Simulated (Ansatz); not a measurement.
Geometry optimisation, Ansatz, DFT PBE, scalar-relativistic, plane waves, PAW.

Input file:

```yaml
crystal:
  lattice:
    - [10.86, 0.0, 0.0]
    - [0.0, 10.86, 0.0]
    - [0.0, 0.0, 10.86]
  atoms:
    - { symbol: Si, position: [0.4995671, -0.0008924, -0.0005261] }
    - { symbol: Si, position: [0.6244888, 0.1225994, 0.1285287] }
    - { symbol: Si, position: [0.7484595, 0.2460955, 0.0056133] }
    - { symbol: Si, position: [0.8769375, 0.3789613, 0.1281132] }
    - { symbol: Si, position: [0.7461507, 0.0016264, 0.2559556] }
    - { symbol: Si, position: [0.8753574, 0.1227562, 0.3751372] }
    - { symbol: Si, position: [-0.0017572, 0.001206, -0.0042695] }
    - { symbol: Si, position: [0.122252, 0.1206176, 0.1323148] }
    - { symbol: Si, position: [0.2482345, 0.2486744, -0.0065718] }
    - { symbol: Si, position: [0.3720129, 0.3711835, 0.1248299] }
    - { symbol: Si, position: [0.4964011, 0.5003275, 0.0019721] }
    - { symbol: Si, position: [0.6211224, 0.6196742, 0.1205432] }
    - { symbol: Si, position: [0.7480215, 0.7511586, 0.0043674] }
    - { symbol: Si, position: [0.8738922, 0.8751008, 0.1252168] }
    - { symbol: Si, position: [0.2506535, -0.0021343, 0.2506833] }
    - { symbol: Si, position: [0.3745499, 0.1268473, 0.3725484] }
    - { symbol: Si, position: [0.5011208, 0.253709, 0.2525748] }
    - { symbol: Si, position: [0.6229204, 0.3749193, 0.3702903] }
    - { symbol: Si, position: [0.7523509, 0.5000468, 0.250935] }
    - { symbol: Si, position: [0.8733163, 0.6222471, 0.3727086] }
    - { symbol: Si, position: [0.5027467, 0.0038665, 0.4994631] }
    - { symbol: Si, position: [0.6210583, 0.1257371, 0.6251442] }
    - { symbol: Si, position: [0.7541131, 0.2506685, 0.4930409] }
    - { symbol: Si, position: [0.8696981, 0.378555, 0.6264119] }
    - { symbol: Si, position: [0.7476361, -0.0037669, 0.7518204] }
    - { symbol: Si, position: [0.8758246, 0.1299799, 0.8720773] }
    - { symbol: Si, position: [-0.0003603, 0.5007192, 0.0015924] }
    - { symbol: Si, position: [0.1238652, 0.6261523, 0.1219522] }
    - { symbol: Si, position: [0.2494179, 0.7529811, 0.001838] }
    - { symbol: Si, position: [0.3708895, 0.8697496, 0.115238] }
    - { symbol: Si, position: [0.0006622, 0.2479768, 0.2473295] }
    - { symbol: Si, position: [0.1231052, 0.3716276, 0.3774928] }
    - { symbol: Si, position: [0.253392, 0.4982986, 0.2509844] }
    - { symbol: Si, position: [0.377266, 0.6237092, 0.3772914] }
    - { symbol: Si, position: [0.5004374, 0.7542616, 0.2478963] }
    - { symbol: Si, position: [0.6266279, 0.8776431, 0.3769326] }
    - { symbol: Si, position: [0.0009759, -0.0026335, 0.4974662] }
    - { symbol: Si, position: [0.120724, 0.1264142, 0.625596] }
    - { symbol: Si, position: [0.2507176, 0.2516243, 0.5010591] }
    - { symbol: Si, position: [0.3763094, 0.3717783, 0.6268058] }
    - { symbol: Si, position: [0.4998191, 0.498931, 0.4966555] }
    - { symbol: Si, position: [0.6231544, 0.6229937, 0.6228779] }
    - { symbol: Si, position: [0.748975, 0.7560842, 0.5012301] }
    - { symbol: Ga, position: [0.8781897, 0.8741915, 0.6237116], spin: 1.0 }
    - { symbol: Si, position: [0.2523703, -0.0045264, 0.7492091] }
    - { symbol: Si, position: [0.3763333, 0.1222985, 0.8751624] }
    - { symbol: Si, position: [0.4992988, 0.2506897, 0.752892] }
    - { symbol: Si, position: [0.6285396, 0.3737134, 0.8777399] }
    - { symbol: Si, position: [0.7512916, 0.4990456, 0.7494271] }
    - { symbol: Si, position: [0.8753849, 0.6195851, 0.8733599] }
    - { symbol: Si, position: [-0.0009661, 0.7465025, 0.2458441] }
    - { symbol: Si, position: [0.1266091, 0.8781208, 0.375497] }
    - { symbol: Si, position: [0.0024378, 0.4988296, 0.4979163] }
    - { symbol: Si, position: [0.1223979, 0.626494, 0.62175] }
    - { symbol: Si, position: [0.2517153, 0.7533729, 0.5016398] }
    - { symbol: Si, position: [0.3762508, 0.8713781, 0.6193348] }
    - { symbol: Si, position: [-0.0003911, 0.2501069, 0.7499664] }
    - { symbol: Si, position: [0.1271473, 0.3721618, 0.871274] }
    - { symbol: Si, position: [0.2469807, 0.503486, 0.7489851] }
    - { symbol: Si, position: [0.3733099, 0.6197511, 0.8723706] }
    - { symbol: Si, position: [0.503743, 0.7534792, 0.7554703] }
    - { symbol: Si, position: [0.6235916, 0.875528, 0.869337] }
    - { symbol: Si, position: [0.1255973, 0.8716814, 0.8723479] }
magnetization:
  spin_polarized: true
basis:
  ecutwfc: 420.0
kpoints:
  mp_grid: { grid: [1, 1, 1] }
hamiltonian:
  xc: pbe
  pseudopotentials: { kind: paw, azcp: { folder: soft_1 } }
scf:
  occupations: { method: fermi_dirac, width: 0.05 }
  lower_state_search: "off"
relax:
  f_tol: 0.03
  max_steps: 60
  adjacent_minimum: "off"
output:
  write_density: true
  write_potential: true
  elf: true
  volumetric_format: npy
```

Command:

```bash
$ ansatz run input.yaml --threads 4 --pin off --max-ram 10240MiB --backend cpu --events-out ev --progress --plain --runs-dir out
```

Question: Where does it end, and by what steps?

Answer: It converged. Limits of this set-up: coarse k mesh, a typed lattice constant that wasn't relaxed here. After 3 steps the energy has fallen by 1.465 eV; Si43 moved furthest, 0.16 Å.

```csv
step,energy less start (eV),largest force component (eV/Å),accepted
0,0.0000,1.773,yes
1,-1.3537,0.492,yes
2,-1.4621,0.064,yes
3,-1.4646,0.016,yes
```

```xyz
63
Lattice="10.8600 0.0000 0.0000 0.0000 10.8600 0.0000 0.0000 0.0000 10.8600" Properties=species:S:1:pos:R:3
Si 5.416 -0.005 0.011
Si 6.790 1.345 1.368
Si 8.140 2.722 0.014
Si 9.507 4.075 1.345
Si 8.152 -0.015 2.723
Si 9.516 1.329 4.091
Si -0.014 -0.019 -0.025
Si 1.367 1.345 1.342
Si 2.704 2.722 -0.013
Si 4.072 4.065 1.354
Si 5.413 5.434 -0.014
Si 6.791 6.770 1.342
Si 8.160 8.149 -0.025
Si 9.503 9.495 1.353
Si 2.729 -0.003 2.695
Si 4.083 1.346 4.074
Si 5.429 2.709 2.713
Si 6.794 4.055 4.074
Si 8.141 5.411 2.694
Si 9.500 6.758 4.046
Si 5.440 -0.014 5.434
Si 6.806 1.331 6.798
Si 8.151 2.696 5.434
Si 9.502 4.066 6.784
Si 8.146 -0.006 8.220
Si 9.500 1.375 9.521
Si -0.014 5.465 -0.046
Si 1.345 6.790 1.340
Si 2.672 8.151 -0.043
Si 4.063 9.490 1.345
Si 0.001 2.711 2.712
Si 1.371 4.078 4.077
Si 2.705 5.434 2.698
Si 4.060 6.769 4.076
Si 5.428 8.139 2.712
Si 6.810 9.482 4.094
Si 0.081 -0.009 5.428
Si 1.378 1.372 6.785
Si 2.729 2.722 5.426
Si 4.062 4.076 6.791
Si 5.414 5.408 5.423
Si 6.762 6.757 6.785
Si 8.146 8.055 5.432
Ga 9.509 9.488 6.791
Si 2.694 -0.020 8.131
Si 4.061 1.344 9.513
Si 5.427 2.712 8.146
Si 6.793 4.078 9.514
Si 8.157 5.444 8.131
Si 9.537 6.846 9.432
Si -0.003 8.142 2.708
Si 1.382 9.496 4.046
Si -0.013 5.445 5.440
Si 1.281 6.853 6.824
Si 2.690 8.148 5.443
Si 4.070 9.494 6.785
Si -0.003 2.715 8.140
Si 1.349 4.083 9.489
Si 2.670 5.469 8.126
Si 4.054 6.792 9.488
Si 5.425 8.142 8.141
Si 6.767 9.497 9.522
Si 1.293 9.464 9.436
```

Whether the end is a true minimum wasn't checked by a vibrational analysis.

The run took 31 s on 4 threads of Intel(R) Xeon(R) 6975P-C (Granite Rapids) (shared host), peak memory 1.7 GiB.
